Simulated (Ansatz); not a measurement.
# Cl2H2Sn: the cost of one run

Program: Ansatz 0.2.0. Level of theory: RKS PBE-D4/def2-SVP. These are calculated values, not measurements.

## 1. The structure to begin with

Bond lengths: Sn1–Cl2 2.410 Å, Sn1–Cl3 2.410 Å, Sn1–H4 1.739 Å, Sn1–H5 1.739 Å. Angles: Cl2–Sn1–Cl3 109.4°, Cl2–Sn1–H4 109.5°, Cl2–Sn1–H5 109.5°, Cl3–Sn1–H4 109.5°, Cl3–Sn1–H5 109.5°, H4–Sn1–H5 109.5°.

Coordinates:

```xyz
5

Sn    0.0000    0.0000    0.0000
Cl    0.0000    0.0000    2.4100
Cl    2.2726    0.0000   -0.8025
H    -0.8195    1.4198   -0.5794
H    -0.8195   -1.4198   -0.5794
```

## 2. Relaxing the start

Input file input.yaml:

```yaml
crystal:
  periodic: [false, false, false]
  atoms:
    - { symbol: Sn, position_ang: [0.0, 0.0, 0.0] }
    - { symbol: Cl, position_ang: [0.0, 0.0, 2.41] }
    - { symbol: Cl, position_ang: [2.2726, 0.0, -0.8025] }
    - { symbol: H, position_ang: [-0.8195, 1.4198, -0.5794] }
    - { symbol: H, position_ang: [-0.8195, -1.4198, -0.5794] }
basis:
  gaussian: { orbitals: def2-SVP }
hamiltonian:
  xc: pbe
  dispersion: d4
relax:
  f_tol: 0.02
  max_steps: 40
```

On the command line:

```sh
$ ansatz run input.yaml --threads 2 --pin off --max-ram 3072MiB --backend cpu --events-out ev --progress --plain --runs-dir out
```

**Question.** How long does this run take on 2 threads of Arm Neoverse V1, shared host, and how much memory does it need?

About 4.9 s, with a peak of 0.13 GiB.
